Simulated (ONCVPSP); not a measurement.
**An ONCV potential for germanium, from input to tests**

Aim: build the potential from the settings below, then test how well it stands in for the atom: other configurations, scattering, ghost states and the plane-wave cutoff that it needs.

The numbers are computed with ONCVPSP 4.0.1.1 (patched build) (PBEsol, scalar-relativistic, spin-unpolarised reference atom).

## 1. Starting point

Typed settings, in words:

```json
{
 "element": "germanium (Ge, Z = 32)",
 "type": "optimised norm-conserving Vanderbilt (ONCV)",
 "frozen core": "[Ar]",
 "valence charge": "14",
 "reference configuration": "3d10 4s2 4p2",
 "partial waves": "4s: rc 1.85 bohr, ncon 4, nbas 8, qcut 2.9 1/bohr, 2 projectors, debl 2.8 Ha; 4p: rc 1.85 bohr, ncon 3, nbas 6, qcut 3.8 1/bohr, 2 projectors, debl 1 Ha; 3d: rc 1.00 bohr, ncon 4, nbas 9, qcut 18.4 1/bohr, 3 projectors, debl 3.6 Ha",
 "local potential": "polynomial inside 0.75 bohr (lpopt 5, dvloc0 3 Ha)",
 "core correction": "Teter function, fcfact 4.25, rcfact 1.7"
}
```

The outer shells as boxes (Hund's rule for the drawing; the calculation is spin-unpolarised):

```
[Ar] core
3d [↑↓][↑↓][↑↓][↑↓][↑↓]
4s [↑↓]
4p [↑ ][↑ ][  ]
```

## 2. The generation run

Ge.dat reads:

```
# ATOM AND REFERENCE CONFIGURATION
# atsym  z   nc   nv     iexc    psfile
  Ge 32.00    5    3  -116133      upf
#
#   n    l    f
    1    0    2.00
    2    0    2.00
    2    1    6.00
    3    0    2.00
    3    1    6.00
    3    2   10.00
    4    0    2.00
    4    1    2.00
#
# PSEUDOPOTENTIAL AND OPTIMIZATION
# lmax
    2
#
#   l,   rc,      ep,       ncon, nbas, qcut
    0    1.85    0.00    4    8    2.90
    1    1.85    0.00    3    6    3.80
    2    1.00    0.00    4    9   18.40
#
# LOCAL POTENTIAL
# lloc, lpopt,  rc(5),   dvloc0
    4    5    0.75    3.00
#
# VANDERBILT-KLEINMAN-BYLANDER PROJECTORs
# l, nproj, debl
    0    2    2.80
    1    2    1.00
    2    3    3.60
#
# MODEL CORE CHARGE
# icmod, fcfact, rcfact
    3    4.25    1.70
#
# LOG DERIVATIVE ANALYSIS
# epsh1, epsh2, depsh
   -3.00    5.00    0.02
#
# OUTPUT GRID
# rlmax, drl
    6.00    0.01
#
# TEST CONFIGURATIONS
# ncnf
    4
# nvcnf
#   n    l    f
    3
    3    2   10.00
    4    0    2.00
    4    1    1.00
#
    3
    3    2   10.00
    4    0    2.00
    4    1    0.00
#
    3
    3    2   10.00
    4    0    1.00
    4    1    0.00
#
    3
    3    2   10.00
    4    0    1.00
    4    1    3.00
#
```

Started as:

```sh
oncvpsp.x < Ge.dat > Ge.out
```

What does the calculation give? Wanted: cutoffs for 1 and 0.1 mHa per electron, occupied waves; bound ghosts; GHOST(+) flags; largest test error; largest phase difference near zero energy, channels read; rms error of d²Exc/dn², without and with the model core.

As calculated:

| quantity | value |
| --- | --- |
| cutoffs for 1 and 0.1 mHa per electron, occupied waves | 119 Ha and 135 Ha |
| bound ghosts | s at -74.33 eV |
| GHOST(+) flags | p at 62 eV |
| largest test error (AE − PS) | -22 meV, for 3d10 4s1 4p0 |
| largest phase difference near zero energy, channels read | 0.000 rad |
| rms error of d²Exc/dn², without and with the model core | 6.81 and 1.59 mHa |

In words: It has a bound ghost (s), a state that the atom doesn't have, and that rules the file out. By total energies transferability is good: the largest error is 22 meV on 57.7 eV, for 3d10 4s1 4p0. Atomic tests can pass in spite of a ghost, since they solve only for the levels asked. It counts as very hard, with 119 Ha needed at the looser tolerance. At the looser tolerance the 3d wave is the slowest; 4s needs 39 Ha. Near zero energy the phases of the channels with partial waves agree within 0.001 rad. The pseudo curves have a pole with no partner nearby in the atom's: s at -2.72 Ha. The program also flags highly localised states, GHOST(+) (p).
